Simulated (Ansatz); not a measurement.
# PdGe (rocksalt): response to moved atoms and strain

How does PdGe (rocksalt) push back when it is distorted? Each run changes the relaxed cell in one way. The cell was built by placing the elements on the sites of a structure type; the runs don't test whether it is the stable form.

Computed with Ansatz 0.2.0 (DFT PBEsol, scalar-relativistic, plane waves, PAW, unless a step's input says otherwise).

**1. The starting structure**

The structure is cubic, space group Fm-3m (No. 225). Conventional cell: a = 5.130 Å, b = 5.130 Å, c = 5.130 Å, α = 90.00°, β = 90.00°, γ = 90.00°. Pd (site symmetry m-3m) is surrounded by 6 Ge at 2.57 Å. Ge (site symmetry m-3m) is surrounded by 6 Pd at 2.57 Å.

As a file:

```cif
data_structure
_symmetry_space_group_name_H-M 'Fm-3m'
_symmetry_Int_Tables_number 225
_cell_length_a 5.1301
_cell_length_b 5.1301
_cell_length_c 5.1301
_cell_angle_alpha 90.000
_cell_angle_beta 90.000
_cell_angle_gamma 90.000
_cell_volume 135.02
loop_
_atom_site_label
_atom_site_type_symbol
_atom_site_symmetry_multiplicity
_atom_site_Wyckoff_symbol
_atom_site_fract_x
_atom_site_fract_y
_atom_site_fract_z
_atom_site_occupancy
Pd1 Pd 4 b 0.50000 0.00000 0.00000 1
Ge1 Ge 4 a 0.00000 0.00000 0.00000 1
```

This cell comes from an earlier session at PBEsol: 16.877 Å³/atom at 0.00 GPa, on a 10×10×10 mesh.

The changes: atom 1 (Pd) moved 0.02 Å along z; strain e3 = -0.01, atoms carried along.

**2. Atom 1 (Pd) moved 0.02 Å along z**

input.yaml

```yaml
crystal:
  lattice:
    - [0.0, 2.5650687977, 2.5650687977]
    - [2.5650687977, 0.0, 2.5650687977]
    - [2.5650687977, 2.5650687977, 0.0]
  atoms:
    - { symbol: Pd, position: [0.5038985309, 0.5038985309, 0.4961014691] }
    - { symbol: Ge, position: [0.0, 0.0, 0.0] }
basis:
  ecutwfc: 420
  ecutrho_ratio: 4
kpoints:
  mp_grid: { grid: [10, 10, 10] }
hamiltonian:
  xc: pbesol
scf:
  occupations: { method: gaussian, width: 0.05 }
output:
  forces: true
  stress: true
  eigenvalues: true
```

The program printed:

```text
Warning: RAYON_NUM_THREADS=4 ignored (pool sized by the plan → 4); use --threads N
Engine: ansatz 0.2.0, aarch64-unknown-linux-gnu
Pseudopotentials: kind: paw
Pseudopotential: Pd, paw, valence charge 18, recommended cutoff 420 eV (normal), Pd.paw.azcp
Pseudopotential: Ge, paw, valence charge 14, recommended cutoff 420 eV (normal), Ge.paw.azcp
Functional definition: PBEsol
  exchange = pbesol_x
  correlation = pbesol_c
Crystal: 2 atoms, lattice volume = 33.754 Å³
Basis set: ecut = 420 eV, 645 PW (Γ), exchange–correlation on 50×50×50 points (8 copies of the dense FFT grid, shifted against one another)
Bands: 20, of which v1, the nominal top of the filled ones, is band 16 counted from 1 (15 counted from 0)
Symmetry: 8 space group operations
Space group: I4mm (ITA 107), of the structure as read, at distance tolerance 3.2e-5 Å
k-points: 102 of 1000 (time reversal used)
Non-local potential: Pd, projectors of the file, l = 0: 2, l = 1: 2, l = 2: 2, l = 3: 1
Non-local potential: Ge, projectors of the file, l = 0: 2, l = 1: 2, l = 2: 3, l = 3: 1
PAW form: soft (Blöchl's): semilocal exchange-correlation on the pseudo side does not see the compensation charge
PAW frozen core: Pd, regenerated for the run's functional, and the local potential with it (the file was generated under x = pbe(κ = 0.804, μ = 0.2195149727645171), c = pbe(β = 0.06672455060314922))
PAW frozen core: Ge, regenerated for the run's functional, and the local potential with it (the file was generated under x = pbe(κ = 0.804, μ = 0.2195149727645171), c = pbe(β = 0.06672455060314922))
PAW one-centre angular grid: Pd, 590 points (default); XC on 64 Gauss nodes
PAW one-centre angular grid: Ge, 590 points (default); XC on 64 Gauss nodes
Initial density: superposition of atomic densities (neutral atoms: chi_scale 0, normalization atom), corrected by the library's trained network
Initial wavefunctions: pseudopotential atomic-orbital guess
Functional: x = pbesol(κ = 0.804, μ = 0.12345679012345678), c = pbesol(β = 0.046)
SCF iter   1: F=—  HF=-11160.418604 eV  |F-HF|=—  |Δ(HF+E_count)|=         —  Δρ=5.66e-3  dr2=8.07e-3  ethr=1.77e-3  ⟨swp⟩=5.8  Hψ=8997  notcnv=0
preconditioner: auto → none  [insulator: Δε(μ)=0.100 eV  Ē_g=17.762 eV  σ=0.050 eV  W_gap=0.54  n_scr=14 (ndim 8)  ℏωp=31.3 eV  f_vac=0.000  D(μ)=0.59/eV (n_scr^D=0)  ε∞_Penn≈4.1]
SCF iter   2: F=—  HF=-11160.417060 eV  |F-HF|=—  |Δ(HF+E_count)|=   1.54e-3  Δρ=1.50e-3  dr2=2.75e-4  ethr=2.52e-5  ⟨swp⟩=3.0  Hψ=4651  notcnv=0  defer=10
SCF iter   3: F=—  HF=-11160.417053 eV  |F-HF|=—  |Δ(HF+E_count)|=   7.79e-6  Δρ=6.83e-4  dr2=4.90e-5  ethr=8.59e-7  ⟨swp⟩=2.0  Hψ=2511  notcnv=0  defer=10
SCF iter   4: F=—  HF=-11160.417059 eV  |F-HF|=—  |Δ(HF+E_count)|=   6.19e-6  Δρ=1.00e-4  dr2=1.60e-6  ethr=1.53e-7  ⟨swp⟩=2.0  Hψ=2525  notcnv=0  defer=10
iter 5 did not close the SCF: its close was put off for the readings that it lacked (scf_convergence_deferred on its scf_iter line)
SCF iter   5: F=-11160.417058 eV  HF=-11160.417058 eV  |F-HF|=8.93e-9  |Δ(HF+E_count)|=   5.52e-7  Δρ=9.43e-6  dr2=2.20e-8  ethr=5.00e-9  ⟨swp⟩=2.0  Hψ=3209  notcnv=0  defer=10
SCF iter   6: F=-11160.417058 eV  HF=-11160.417058 eV  |F-HF|=7.24e-10  |Δ(HF+E_count)|=   2.02e-9  Δρ=1.79e-6  dr2=9.99e-10  ethr=6.87e-11  ⟨swp⟩=2.7  Hψ=6983  notcnv=0
SCF 1 converged in 6 iterations: F = -11160.417058 eV  dr2 = 9.99e-10
SCF converged after 6 iterations
Free energy (F): -11160.417058 eV
Harris-Foulkes:  -11160.417058 eV  (|F-HF|=7.24e-10)
Internal energy: -11160.416297 eV  (E = F + TS)
E sigma→0 (E₀):  -11160.416678 eV
Entropy (-TS):   -0.000761 eV (-0.381 meV/atom)
Fermi energy:    14.855363 eV
--- Per-component energies (eV) ---
  E_band       = -300.912084
  E_kinetic    = 627.250033
  E_local      = -4159.511203  (includes V_loc(G=0)·N_el)
  E_nonlocal   = 638.142088
  E_hartree    = 1756.076325
  E_xc         = -243.318925
  E_vxc        = -276.764450  (∫ρ·V_xc dr)
  E_paw        = -5663.589969  (= ΣΔE_a)
  E_vpaw       = -642.182650  (= ΣTr[D̂ρ^β])
  E_aug_tail   = 0.000618  (compensation charges beyond the density's cutoff)
  E_ewald      = -4116.685725
  E_core_change = 1.220460  (= ΣΔE_core)
  E_smearing   = -0.000761  (= −TS)
  E_closure    = 0.000000  (closes the sum)
  Σ components = -11160.417058   (vs F -11160.417058, Δ=0.00e0)
--- Forces (eV/Å), atoms counted from 1 ---
  atom   1  Pd    -0.00000000     0.00000000    -0.04663384
  atom   2  Ge    -0.00000000    -0.00000000     0.04661839
  max |Σ_I F_I| component: 1.54e-5 eV/Å
--- Stress (GPa, compression-positive) ---
       -0.008695       0.000000      -0.000000
        0.000000      -0.008695       0.000000
       -0.000000       0.000000       0.067239
  P = ⅓ Tr σ = 0.0166 GPa (0.166 kbar)
--- Band table (eV; the first three rows and the last of 102) ---
  k-point 0: bands = ["-69.8703", "-35.6389", "-35.6383", "-35.6383", "-9.8340", "-9.8340", "-9.8042", "-9.8041", "-9.8041", "3.3158", "11.4147", "11.4147", "11.4159", "11.5198", "11.5218", "17.8424", "17.8424", "17.8436", "22.9255", "24.7245"]
  k-point 1: bands = ["-69.8702", "-35.6403", "-35.6389", "-35.6386", "-9.8326", "-9.8326", "-9.8037", "-9.8030", "-9.8029", "3.4848", "11.3126", "11.3489", "11.3506", "11.5071", "11.5075", "16.9962", "18.0881", "18.0891", "23.5464", "24.4324"]
  k-point 2: bands = ["-69.8700", "-35.6446", "-35.6398", "-35.6394", "-9.8290", "-9.8290", "-9.8023", "-9.7996", "-9.7996", "3.9813", "10.9669", "11.0124", "11.0191", "11.6800", "11.6801", "15.4671", "18.7103", "18.7109", "22.7245", "25.5887"]
  k-point 101: bands = ["-69.8691", "-35.6549", "-35.6451", "-35.6451", "-9.8356", "-9.8243", "-9.8134", "-9.7818", "-9.7818", "5.7765", "10.6274", "10.8087", "11.9073", "12.4819", "12.4819", "14.2554", "14.6962", "14.6962", "18.4512", "22.9459"]
```

It took 2.4 s on 4 threads of an Arm CPU, shared host; peak memory 0.39 GiB.

In short: volume 16.877 Å³/atom, pressure 0.02 GPa, a metal on this mesh.

Forces on the atoms, as numbers:

| atom | x (eV/Å) | y (eV/Å) | z (eV/Å) |
| --- | --- | --- | --- |
| Pd1 | 0.000 | 0.000 | -0.047 |
| Ge2 | 0.000 | 0.000 | 0.047 |

**3. Strain e3 = -0.01, atoms carried along**

input.yaml

```yaml
crystal:
  lattice:
    - [0.0, 2.5650687977, 2.5394181097]
    - [2.5650687977, 0.0, 2.5394181097]
    - [2.5650687977, 2.5650687977, 0.0]
  atoms:
    - { symbol: Pd, position: [0.5, 0.5, 0.5] }
    - { symbol: Ge, position: [0.0, 0.0, 0.0] }
basis:
  ecutwfc: 420
  ecutrho_ratio: 4
kpoints:
  mp_grid: { grid: [10, 10, 10] }
hamiltonian:
  xc: pbesol
scf:
  occupations: { method: gaussian, width: 0.05 }
output:
  forces: true
  stress: true
  eigenvalues: true
```

The program printed:

```text
Warning: RAYON_NUM_THREADS=4 ignored (pool sized by the plan → 4); use --threads N
[... 7 set-up lines as earlier in the session ...]
Crystal: 2 atoms, lattice volume = 33.417 Å³
Basis set: ecut = 420 eV, 645 PW (Γ), exchange–correlation on 50×50×50 points (8 copies of the dense FFT grid, shifted against one another)
Bands: 20, of which v1, the nominal top of the filled ones, is band 16 counted from 1 (15 counted from 0)
Symmetry: 16 space group operations
Space group: I4/mmm (ITA 139), of the structure as read, at distance tolerance 3.2e-5 Å
k-points: 102 of 1000
[... 10 set-up lines as earlier in the session ...]
SCF iter   1: F=—  HF=-11160.416391 eV  |F-HF|=—  |Δ(HF+E_count)|=         —  Δρ=5.77e-3  dr2=8.29e-3  ethr=1.77e-3  ⟨swp⟩=5.8  Hψ=9037  notcnv=0
preconditioner: auto → Kerker (q_TF=auto, 2.709 Å⁻¹)  [metal: Δε(μ)=0.026 eV  Ē_g=17.825 eV  σ=0.050 eV  W_gap=0.28  n_scr=14 (ndim 8)  ℏωp=31.5 eV  f_vac=0.000  D(μ)=0.82/eV (n_scr^D=0)]
SCF iter   2: F=—  HF=-11160.414783 eV  |F-HF|=—  |Δ(HF+E_count)|=   1.61e-3  Δρ=1.79e-3  dr2=4.85e-4  ethr=2.59e-5  ⟨swp⟩=3.0  Hψ=4618  notcnv=0  defer=6
SCF iter   3: F=—  HF=-11160.414788 eV  |F-HF|=—  |Δ(HF+E_count)|=   4.68e-6  Δρ=1.06e-3  dr2=1.90e-4  ethr=1.52e-6  ⟨swp⟩=1.0  Hψ=2016  notcnv=0  defer=6
SCF iter   4: F=—  HF=-11160.414785 eV  |F-HF|=—  |Δ(HF+E_count)|=   2.59e-6  Δρ=1.49e-4  dr2=5.17e-6  ethr=5.95e-7  ⟨swp⟩=1.0  Hψ=2016  notcnv=0  defer=6
SCF iter   5: F=—  HF=-11160.414788 eV  |F-HF|=—  |Δ(HF+E_count)|=   2.66e-6  Δρ=8.76e-5  dr2=1.87e-6  ethr=1.62e-8  ⟨swp⟩=2.0  Hψ=3231  notcnv=0  defer=6
SCF iter   6: F=—  HF=-11160.414787 eV  |F-HF|=—  |Δ(HF+E_count)|=   4.12e-7  Δρ=1.80e-5  dr2=1.22e-7  ethr=5.84e-9  ⟨swp⟩=2.3  Hψ=3439  notcnv=0  defer=6
SCF iter   7: F=-11160.414787 eV  HF=-11160.414787 eV  |F-HF|=6.48e-9  |Δ(HF+E_count)|=   1.36e-8  Δρ=6.24e-6  dr2=1.46e-8  ethr=3.13e-10  ⟨swp⟩=4.7  Hψ=6626  notcnv=0
SCF 1 converged in 7 iterations: F = -11160.414787 eV  dr2 = 1.46e-8
SCF converged after 7 iterations
Free energy (F): -11160.414787 eV
Harris-Foulkes:  -11160.414787 eV  (|F-HF|=6.48e-9)
Internal energy: -11160.413789 eV  (E = F + TS)
E sigma→0 (E₀):  -11160.414288 eV
Entropy (-TS):   -0.000999 eV (-0.499 meV/atom)
Fermi energy:    15.065260 eV
--- Per-component energies (eV) ---
  E_band       = -295.305659
  E_kinetic    = 627.656323
  E_local      = -4137.904684  (includes V_loc(G=0)·N_el)
  E_nonlocal   = 638.194707
  E_hartree    = 1748.028985
  E_xc         = -243.519600
  E_vxc        = -277.030857  (∫ρ·V_xc dr)
  E_paw        = -5663.637722  (= ΣΔE_a)
  E_vpaw       = -642.271852  (= ΣTr[D̂ρ^β])
  E_aug_tail   = 0.000604  (compensation charges beyond the density's cutoff)
  E_ewald      = -4130.452861
  E_core_change = 1.220460  (= ΣΔE_core)
  E_smearing   = -0.000999  (= −TS)
  E_closure    = -0.000000  (closes the sum)
  Σ components = -11160.414787   (vs F -11160.414787, Δ=0.00e0)
--- Forces (eV/Å), atoms counted from 1 ---
  atom   1  Pd     0.00000000     0.00000000     0.00000000
  atom   2  Ge    -0.00000000     0.00000000     0.00000000
  max |Σ_I F_I| component: 9.94e-29 eV/Å
--- Stress (GPa, compression-positive) ---
        0.738467       0.000000       0.000000
        0.000000       0.738467       0.000000
        0.000000       0.000000       2.606658
  P = ⅓ Tr σ = 1.3612 GPa (13.612 kbar)
--- Band table (eV; the first three rows and the last of 102) ---
  k-point 0: bands = ["-69.7001", "-35.4804", "-35.4636", "-35.4636", "-9.6385", "-9.6367", "-9.6079", "-9.6059", "-9.6059", "3.4411", "11.5547", "11.5547", "11.6081", "11.6831", "11.6851", "18.0519", "18.0742", "18.0742", "23.2652", "24.9230"]
  k-point 1: bands = ["-69.7000", "-35.4812", "-35.4648", "-35.4639", "-9.6370", "-9.6351", "-9.6071", "-9.6050", "-9.6046", "3.6119", "11.4660", "11.5013", "11.5157", "11.6602", "11.6785", "17.2216", "18.3137", "18.3192", "23.8618", "24.6635"]
  k-point 2: bands = ["-69.6998", "-35.4837", "-35.4677", "-35.4648", "-9.6333", "-9.6312", "-9.6052", "-9.6021", "-9.6010", "4.1138", "11.1255", "11.1659", "11.1681", "11.8344", "11.8514", "15.6866", "18.9386", "18.9575", "22.9680", "25.7616"]
  k-point 101: bands = ["-69.6989", "-35.4974", "-35.4710", "-35.4710", "-9.6383", "-9.6278", "-9.6178", "-9.5822", "-9.5822", "5.9484", "10.7832", "10.9977", "12.0944", "12.6539", "12.6539", "14.5231", "14.8281", "14.8281", "18.6328", "23.1223"]
```

Wall time 1.6 s (4 threads of an Arm CPU, shared host); peak memory 0.37 GiB.

Result: volume 16.708 Å³/atom, pressure 1.36 GPa, metallic.

**4. The distortions side by side**

| change | change of free energy (meV/atom) | largest force (eV/Å) | largest change of stress (GPa) |
| --- | --- | --- | --- |
| atom 1 (Pd) moved 0.02 Å along z | 0.23 | 0.047 | 0.07 |
| strain e3 = -0.01, atoms carried along | 1.37 | 0.000 | 2.61 |

Moving atom 1 by 0.02 Å meets a restoring force of 0.047 eV/Å along the move, a force constant of about 2.3 eV/Å². The strain e3 = -0.01 changes that stress component by +2.61 GPa (compression positive), a ratio of 261 GPa; that is a secant over a finite strain with the atoms carried along, not the elastic constant. Not one of these changes lowers the energy.
